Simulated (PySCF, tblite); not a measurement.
**C2H8BNSi2: geometry, infrared bands and NMR shifts**

Wanted: the infrared bands and NMR shifts of C2H8BNSi2 (`BN([SiH3])[SiH2]C#C`), by calculation.

Computed with tblite 0.8.0 and PySCF 2.14.0, with density-fitted response routines of our own, on a single molecule in the gas phase. Atoms are numbered from 0 throughout.

## 1. The starting structure

14 atoms, charge 0, multiplicity 1; geometry from: force field or distance geometry start.

Bonds of the start (Å): B0–N1 1.51, N1–Si2 1.78, N1–Si3 1.79, Si3–C4 1.81, C4–C5 1.20, B0–H6 1.18, B0–H7 1.18, Si2–H8 1.47, Si2–H9 1.48, Si2–H10 1.48, Si3–H11 1.48, Si3–H12 1.46, C5–H13 1.07.

## 2. Optimising the geometry with GFN2-xTB

What the job is given:

```
{"job": {"kind": "relax", "xc": "GFN2-xTB", "basis": "xTB"}, "charge": 0, "multiplicity": 1}
B     -1.931500    -0.716800     0.533100
N     -0.542400    -0.117400     0.463100
Si    -0.675800     1.568300    -0.097900
Si     0.395700    -1.041900    -0.756300
C      2.137500    -0.535700    -0.709200
C      3.288100    -0.190200    -0.697800
H     -2.351300    -1.132900     1.553300
H     -2.620000    -0.756800    -0.425800
H      0.656100     2.175800    -0.196900
H     -1.493100     2.347200     0.859400
H     -1.335800     1.605800    -1.424100
H      0.325500    -2.488100    -0.430900
H     -0.164900    -0.830100    -2.082800
H      4.311200     0.112500    -0.679000
```

On the command line:

```sh
$ OMP_NUM_THREADS=1 python probes_run.py task.json out
```

The driver reads the jobs from task.json and runs them one after another.

**Question.** This job is followed by: GFN2-xTB harmonic vibrations, gas phase; GIAO PBE0/pcSseg-1 NMR shielding, non-relativistic, gas phase. What will the session give for the following? strongest single infrared mode (GFN2-xTB); zero-point energy (GFN2-xTB); ¹³C shifts against TMS (PBE0/pcSseg-1); ¹H shifts against TMS (PBE0/pcSseg-1, means over atoms taken as alike); ¹¹B shifts against BF3·OEt2 (PBE0/pcSseg-1); ¹⁵N shifts against NH3 (PBE0/pcSseg-1); ²⁹Si shifts against TMS (PBE0/pcSseg-1).

The runs gave:

```
                                                              quantity                       value
                             strongest single infrared mode (GFN2-xTB)       2222 cm⁻¹, 529 km/mol
                                          zero-point energy (GFN2-xTB)               53.9 kcal/mol
                                ¹³C shifts against TMS (PBE0/pcSseg-1)             106.1, 87.5 ppm
¹H shifts against TMS (PBE0/pcSseg-1, means over atoms taken as alike)  5.40, 5.18, 5.04, 2.17 ppm
                           ¹¹B shifts against BF3·OEt2 (PBE0/pcSseg-1)                    49.2 ppm
                                ¹⁵N shifts against NH3 (PBE0/pcSseg-1)                   129.9 ppm
                               ²⁹Si shifts against TMS (PBE0/pcSseg-1)            -37.2, -42.9 ppm
```

What this shows: Relaxing lowered the energy by 0.999 eV in 141 steps; the close pair that moved most is B0–N1, from 1.515 to 1.404 Å. No mode is imaginary among the 36: a minimum at this level. The strongest single mode, at 2222 cm⁻¹, moves mainly H10. Unscaled tight-binding wavenumbers are off by several per cent, some by more. Its intensities can rank the bands wrongly. At PBE0/pcSseg-1: Shielding is most anisotropic at C4 (span 289 ppm, paramagnetic term -161 ppm).
